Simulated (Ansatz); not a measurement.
# B2Ir: the cost of one run

Program: Ansatz 0.2.0. Level of theory: DFT PBE, scalar-relativistic, plane waves, PAW. These are calculated values, not measurements.

## 1. The starting structure

Symmetry: P4/mmm, No. 123, tetragonal system. Conventional cell: a = 2.693 Å, b = 2.693 Å, c = 4.209 Å, α = 90.00°, β = 90.00°, γ = 90.00°. Around B (site symmetry 4mm) lie 1 B at 1.67 Å and 4 Ir at 2.29 Å. Ir (site symmetry 4/mmm) is surrounded by 8 B at 2.29 Å.

Structure file:

```cif
data_structure
_symmetry_space_group_name_H-M 'P4/mmm'
_symmetry_Int_Tables_number 123
_cell_length_a 2.6935
_cell_length_b 2.6935
_cell_length_c 4.2089
_cell_angle_alpha 90.000
_cell_angle_beta 90.000
_cell_angle_gamma 90.000
_cell_volume 30.53
loop_
_atom_site_label
_atom_site_type_symbol
_atom_site_symmetry_multiplicity
_atom_site_Wyckoff_symbol
_atom_site_fract_x
_atom_site_fract_y
_atom_site_fract_z
_atom_site_occupancy
B1 B 2 h 0.50000 0.50000 0.30150 1
Ir1 Ir 1 a 0.00000 0.00000 0.00000 1
```

The cell was relaxed beforehand at this level, from a database cell with other species swapped in; it needn't be the stable form of this composition. At a tolerance of 0.05 Å it has space group P4/mmm (No. 123); it has 10.18 Å³/atom, an uncorrected energy of +0.20 eV/atom over the elements.

## 2. Bands, states and charges

Input file input.yaml:

```yaml
crystal:
  lattice:
    - [2.6934772008, 0.0, 0.0]
    - [0.0, 2.6934772008, 0.0]
    - [0.0, 0.0, 4.2089215179]
  atoms:
    - { symbol: B, position: [0.5, 0.5, 0.3014956796] }
    - { symbol: B, position: [0.5, 0.5, 0.6985043204] }
    - { symbol: Ir, position: [0.0, 0.0, 0.0] }
basis:
  ecutwfc: 420
kpoints:
  mp_grid: { grid: [18, 18, 12] }
  band_path:
    path:
      - [[0.0, 0.0, 0.0], [0.0, 0.5, 0.0], [0.5, 0.5, 0.0], [0.0, 0.0, 0.0], [0.0, 0.0, 0.5], [0.0, 0.5, 0.5], [0.5, 0.5, 0.5], [0.0, 0.0, 0.5]]
      - [[0.0, 0.5, 0.0], [0.0, 0.5, 0.5]]
      - [[0.5, 0.5, 0.0], [0.5, 0.5, 0.5]]
    npoints: 14
hamiltonian:
  xc: pbe
scf:
  occupations: { method: gaussian, width: 0.1 }
  n_extra_bands: 7
output:
  forces: true
  stress: true
  eigenvalues: true
  populations: true
  dos: { projected: true, de: 0.02, nscf_kmesh: { grid: [22, 22, 15] } }
  bader: true
  write_density: true
  write_potential: true
  elf: true
  volumetric_format: npy
```

Run with:

```sh
$ ansatz run input.yaml --threads 1 --pin off --max-ram 2048MiB --backend cpu --events-out ev --progress --plain --runs-dir out
```

What time and memory should one allow on 1 thread of Arm Neoverse V1, shared host?

About 49 s, with a peak of 0.48 GiB.
